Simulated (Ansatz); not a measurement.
# UPBE0/def2-SVPD run of CH2GeN (SMILES N#[C][GeH2])

Aim: the electronic atomisation energy of CH2GeN at UPBE0/def2-SVPD, from 5 runs. 

The results are computed with Ansatz 0.2.0.

57 further runs of the same task are left out: 57 set aside as unsound or not needed.

## Step 1: Starting point

CH2GeN has 5 atoms, charge 0, and is taken as a doublet. SMILES: `N#[C][GeH2]`. Geometry: relaxed at PBE0-D4/def2-TZVP.

Bond lengths: N1–C2 1.154 Å, C2–Ge3 1.912 Å, Ge3–H4 1.534 Å, Ge3–H5 1.534 Å. Angles: N1–C2–Ge3 175.5°, C2–Ge3–H4 108.2°, C2–Ge3–H5 108.2°, H4–Ge3–H5 114.7°.

## Step 2: A single-point energy at UPBE0/def2-SVPD

File input.yaml:

```yaml
crystal:
  periodic: [false, false, false]
  atoms:
    - symbol: "N"
      position_ang: [1.590700, -1.029300, 1.293200]
    - symbol: C
      position_ang: [0.838400, -0.535900, 0.570400]
    - symbol: Ge
      position_ang: [-0.315900, 0.241400, -0.740100]
    - symbol: H
      position_ang: [-1.658900, -0.498000, -0.695900]
    - symbol: H
      position_ang: [-0.404300, 1.748400, -0.468900]
basis:
  gaussian:
    orbitals: def2-SVPD
output: {orbitals: {seedname: orbitals}}
magnetization:
  spin_polarized: true
  initial_magnetization: 1
hamiltonian:
  xc: {name: PBE0}
accuracy: high
```

Launch:

```
$ ansatz run input.yaml --threads 1 --pin off --max-ram 3480MiB --events-out events.jsonl --progress --plain --runs-dir runs
```

The program printed:

```text
Warning: RAYON_NUM_THREADS=1 ignored (pool sized by the plan → 1); use --threads N
Functional definition: PBE0
  name "PBE0"
  parameter a = 0.25
  parameter kappa = 0.804
  parameter beta = 0.06672455060314922
  exchange = (1 - a)*pbe_x(kappa = kappa, mu = beta*pi^2/3) + a*exact_x
  correlation = pbe_c(beta = beta)
1836 factors; integrals over basis functions are off by at most 4.0e-9 eV
mean field evaluation 1: about -59052.0023 eV, gradient 3.0e1 eV
mean field evaluation 2: about -59019.8581 eV, gradient 7.4e1 eV
mean field evaluation 4: about -59056.4029 eV, gradient 5.9e0 eV
mean field evaluation 8: about -59056.7116 eV, gradient 2.0e-1 eV
mean field evaluation 16: about -59056.7120 eV, gradient 4.2e-4 eV
mean field -59056.71195772 eV, -2170.2941343690 hartree, gradient 9.6e-8 eV, S^2 0.753788; 0 other end points of the search recorded, 0 dependent functions left out
reference -59056.71196066 eV, -2170.2941344773 hartree; 24, 23 occupied and 70, 71 virtual orbitals, 1836 factors
Total energy: -59056.71196066 eV, -2170.2941344773 hartree
```

Run time: 13 s. Hardware: 1 thread of Arm Neoverse V2, shared host; peak memory 0.41 GiB.

## Step 3: The C atom

File run.yaml:

```yaml
crystal:
  periodic: [false, false, false]
  atoms:
    - {symbol: C, position_ang: [0.000000, 0.000000, 0.000000]}
basis:
  gaussian: {orbitals: def2-SVPD}
magnetization: {spin_polarized: true, initial_magnetization: 2}
hamiltonian: {xc: pbe0}
accuracy: high
```

Run the same way, it converges to -37.76146 Eh (log not shown).

## Step 4: The Ge atom at the same level

File input.yaml:

```yaml
basis:
  gaussian: {orbitals: def2-SVPD}
crystal:
  periodic: [false, false, false]
  atoms:
    - symbol: Ge
      position_ang: [0.000000, 0.000000, 0.000000]
magnetization: {spin_polarized: true, initial_magnetization: 2}
hamiltonian: {xc: pbe0}
accuracy: high
```

Run the same way, it converges to -2076.39545 Eh (log not shown).

## Step 5: The H atom at the same level

File run.yaml:

```yaml
crystal:
  periodic: [false, false, false]
  atoms:
    - symbol: H
      position_ang: [0.000000, 0.000000, 0.000000]
basis:
  gaussian:
    orbitals: def2-SVPD
magnetization:
  spin_polarized: true
  initial_magnetization: 1
hamiltonian:
  xc: pbe0
accuracy: high
```

Launch:

```
$ ansatz run run.yaml --threads 1 --pin off --max-ram 3480MiB --events-out events.jsonl --progress --plain --runs-dir runs
```

The program printed, cut to the lines that bear on the results:

```text
Warning: RAYON_NUM_THREADS=1 ignored (pool sized by the plan → 1); use --threads N
[... 7 set-up lines as earlier in the session ...]
33 factors; integrals over basis functions are off by at most 2.1e-9 eV
mean field evaluation 1: about -13.6122 eV, gradient 3.3e-1 eV
mean field evaluation 2: about -13.6136 eV, gradient 2.0e-2 eV
mean field evaluation 4: about -13.6136 eV, gradient 2.2e-5 eV
mean field evaluation 8: about -13.6136 eV, gradient 1.1e-8 eV
mean field -13.61360498 eV, -0.5002907553 hartree, gradient 1.1e-8 eV, S^2 0.750000; 0 other end points of the search recorded, 0 dependent functions left out
reference -13.61360633 eV, -0.5002908051 hartree; 1, 0 occupied and 7, 8 virtual orbitals, 33 factors
Total energy: -13.61360633 eV, -0.5002908051 hartree
```

It took 0.1 s on 1 thread of Arm Neoverse V2, shared host.

## Step 6: The N atom

File molecule.yaml:

```yaml
crystal:
  periodic: [false, false, false]
  atoms:
    - {symbol: N, position_ang: [0.000000, 0.000000, 0.000000]}
basis:
  gaussian: {orbitals: def2-SVPD}
magnetization: {spin_polarized: true, initial_magnetization: 3}
hamiltonian: {xc: pbe0}
accuracy: high
```

Run the same way, it converges to -54.47989 Eh (log not shown).

## Step 7: What came out

Level: UPBE0/def2-SVPD.

```
                                    quantity           value
                      molecule: total energy  -2170.29413 Eh
molecule: HOMO energy (highest over α and β)        -7.19 eV
 molecule: LUMO energy (lowest over α and β)        -3.78 eV
                              molecule: ⟨S²⟩           0.754
                        C atom: total energy    -37.76146 Eh
                                C atom: ⟨S²⟩           2.004
                       Ge atom: total energy  -2076.39545 Eh
                               Ge atom: ⟨S²⟩           2.003
                        H atom: total energy     -0.50029 Eh
                                H atom: ⟨S²⟩           0.750
                        N atom: total energy    -54.47989 Eh
                                N atom: ⟨S²⟩           3.753
               electronic atomisation energy       17.871 eV
```

**Reading.** Taking the molecule apart into free atoms costs 17.87 eV (1724 kJ/mol), before zero-point energy and without spin-orbit coupling.
